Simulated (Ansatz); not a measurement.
**C2H6F3HfN: up Jacob's ladder to CCSD(T)**

One table from this session's results is given with a row withheld; the runs are named, their logs left out.

Method: functionals in def2-TZVPP, the program's frozen cores in correlated methods; program: Ansatz 0.2.0, Gaussian basis.

The runs, in order: LDA (SPW92), PBE-D4, revPBE-D4, BLYP-D4, r2SCAN-D4, B97M-V, PBE0-D4, B3LYP-D4, r2SCANh-D4, r2SCAN0-D4, HSE06-D4, BHLYP-D4, CAM-B3LYP-D4, LC-ωPBE, ωB97X-V, ωB97M-V, B2PLYP, PBE-QIDH; CCSD(T)/def2-SVP; CCSD(T)/def2-TZVPP; MP2/def2-QZVPP; extrapolation to the limit; RPA on PBE.

**The relaxed structure**

An earlier PBE0-D4 in a triple-zeta def2 set relaxation fixed the geometry. Hf takes the def2 core potential; no spin-orbit term is included.

13 atoms, charge 0, spin multiplicity 1.

Atoms are counted from 1 here; the program's logs count them from 0.

Bond lengths: C1–N2 1.446 Å, C1–H8 1.094 Å, C1–H9 1.098 Å, C1–H10 1.098 Å, N2–C3 1.446 Å, N2–Hf4 2.009 Å, C3–H11 1.098 Å, C3–H12 1.098 Å, C3–H13 1.094 Å, Hf4–F5 1.912 Å, Hf4–F6 1.912 Å, Hf4–F7 1.916 Å. Angles: N2–C1–H8 111.1°, N2–C1–H9 111.2°, N2–C1–H10 111.5°, H8–C1–H9 107.3°, H8–C1–H10 107.7°, H9–C1–H10 107.8°, C1–N2–C3 113.0°, C1–N2–Hf4 123.3°, C3–N2–Hf4 123.6°, N2–C3–H11 111.2°, N2–C3–H12 111.5°, N2–C3–H13 111.1°, H11–C3–H12 107.8°, H11–C3–H13 107.3°, H12–C3–H13 107.7°, N2–Hf4–F5 107.5°, N2–Hf4–F6 107.5°, N2–Hf4–F7 108.6° and more.

As a file:

```xyz
13
charge 0, multiplicity 1
C    -0.4692   -0.2866    1.4378
N     0.0811   -0.0857    0.1156
C     1.1671   -0.9911   -0.1872
Hf   -0.6522    1.2491   -1.1946
F     0.7698    1.7382   -2.3752
F    -1.3915    2.6971   -0.1884
F    -2.0492    0.4116   -2.2042
H    -1.2769    0.4233    1.6404
H     0.2951   -0.1420    2.2130
H    -0.8774   -1.2994    1.5540
H     1.9939   -0.8732    0.5260
H     0.8397   -2.0387   -0.1503
H     1.5697   -0.8027   -1.1869
```

Set-up of the first run:

Input file in.yaml:

```yaml
crystal:
  periodic: [false, false, false]
  atoms:
    - {symbol: C, position_ang: [-0.469241, -0.286564, 1.437750]}
    - {symbol: N, position_ang: [0.081062, -0.085661, 0.115618]}
    - {symbol: C, position_ang: [1.167126, -0.991088, -0.187220]}
    - {symbol: Hf, position_ang: [-0.652166, 1.249131, -1.194567]}
    - {symbol: F, position_ang: [0.769831, 1.738214, -2.375215]}
    - {symbol: F, position_ang: [-1.391460, 2.697141, -0.188366]}
    - {symbol: F, position_ang: [-2.049243, 0.411575, -2.204224]}
    - {symbol: H, position_ang: [-1.276853, 0.423267, 1.640417]}
    - {symbol: H, position_ang: [0.295123, -0.142007, 2.212990]}
    - {symbol: H, position_ang: [-0.877397, -1.299436, 1.554037]}
    - {symbol: H, position_ang: [1.993901, -0.873171, 0.526006]}
    - {symbol: H, position_ang: [0.839650, -2.038689, -0.150308]}
    - {symbol: H, position_ang: [1.569677, -0.802712, -1.186918]}
basis:
  gaussian: {orbitals: def2-TZVPP}
hamiltonian: {xc: lda}
output: {orbitals: {seedname: orbitals}}
```

Started as:

```bash
$ ansatz run in.yaml --threads 2 --pin off --events-out ev --progress --plain --max-ram 22528MiB --backend cuda --devices 0, --max-vram 18GiB
```

Among the steps run: LDA; PBE-D4 (GGA); revPBE-D4 (GGA); BLYP-D4 (GGA); r2SCAN-D4 (meta-GGA); B97M-V (meta-GGA); PBE0-D4 (hybrid); B3LYP-D4 (hybrid); r2SCANh-D4 (hybrid); r2SCAN0-D4 (hybrid); HSE06-D4 (hybrid); BHLYP-D4 (hybrid); CAM-B3LYP-D4 (range-separated); LC-ωPBE (range-separated); ωB97X-V (range-separated); ωB97M-V (range-separated); B2PLYP (double hybrid); PBE-QIDH (double hybrid).

One table of the session follows, with a row left open; its other results are not shown here.

| functional | HOMO (eV) | gap (eV) |
| --- | --- | --- |
| LDA (SPW92) | -5.87 | 4.29 |
| PBE-D4 | -5.70 | 4.46 |
| revPBE-D4 | -5.63 | 4.52 |
| BLYP-D4 | -5.60 | 4.45 |
| r2SCAN-D4 | -5.93 | 4.94 |
| B97M-V | -6.03 | 4.97 |
| PBE0-D4 | -7.00 | 6.62 |
| B3LYP-D4 | -6.80 | 6.09 |
| r2SCANh-D4 | -6.43 | 5.78 |
| r2SCAN0-D4 | -7.17 | 7.04 |
| HSE06-D4 | -6.60 | 5.87 |
| BHLYP-D4 | -8.25 | 8.35 |
| CAM-B3LYP-D4 | ? | ? |
| LC-ωPBE | -9.66 | 11.12 |
| ωB97X-V | -9.34 | 10.59 |
| ωB97M-V | -9.26 | 10.03 |

Estimate the missing values for CAM-B3LYP-D4.

**Answer.** HOMO (eV): -8.37; gap (eV): 8.62. In the column «HOMO (eV)» it lies between ωB97M-V (-9.26) and BHLYP-D4 (-8.25).
